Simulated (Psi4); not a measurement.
# B2O2 (diboron dioxide): B3LYP/def2-TZVPD (density fitting with cc-pvdz-jkfit, sweep point 2)

We compute a structure relaxation of B2O2 (diboron dioxide). 

Program for the calculation: Psi4 1.11.

1 further run of the same task is left out (set aside as unsound or not needed).

## Step 1: The structure to begin with

B2O2 has 4 atoms, charge 0, and is taken as a singlet. SMILES: `O=BB=O`. Geometry: relaxed at GFN2-xTB. The run starts from this shape.

Bond lengths: O1–B2 1.188 Å, B2–B3 1.619 Å, B3–O4 1.188 Å. Angles: O1–B2–B3 179.4°, B2–B3–O4 179.6°.

## Step 2: A structure relaxation at B3LYP/def2-TZVPD (density fitting with cc-pvdz-jkfit, sweep point 2)

calc.inp

```
memory 1600 mb

molecule {
  0 1
  O     -0.733460     0.451810     1.802120
  B     -0.300580     0.189000     0.727450
  B      0.295060    -0.182970    -0.731290
  O      0.738970    -0.457840    -1.798280
  symmetry c1
}

set {
  puream true
  scf_type df
  dft_radial_points 99
  dft_spherical_points 590
  df_basis_scf cc-pvdz-jkfit
  g_convergence gau_tight
  geom_maxiter 50
}

optimize('b3lyp/def2-TZVPD')
```

Launch:

```
$ psi4 -n 1 calc.inp calc.out
```

Q: Predict the results. Wanted: total energy at the end; dipole moment; HOMO energy; LUMO energy; HOMO–LUMO gap.

Answer, from the run:

Level: B3LYP/def2-TZVPD (density fitting with cc-pvdz-jkfit, sweep point 2).

| quantity | value |
| --- | --- |
| total energy at the end | -200.32631 Eh |
| dipole moment | 0.00 D |
| HOMO energy | -10.71 eV |
| LUMO energy | -2.71 eV |
| HOMO–LUMO gap | 8.00 eV |

At the final geometry: Bond lengths: O1–B2 1.198 Å, B2–B3 1.637 Å, B3–O4 1.198 Å. Angles: O1–B2–B3 180.0°, B2–B3–O4 180.0°. The optimisation took 7 steps and changed the energy by -0.014 eV.
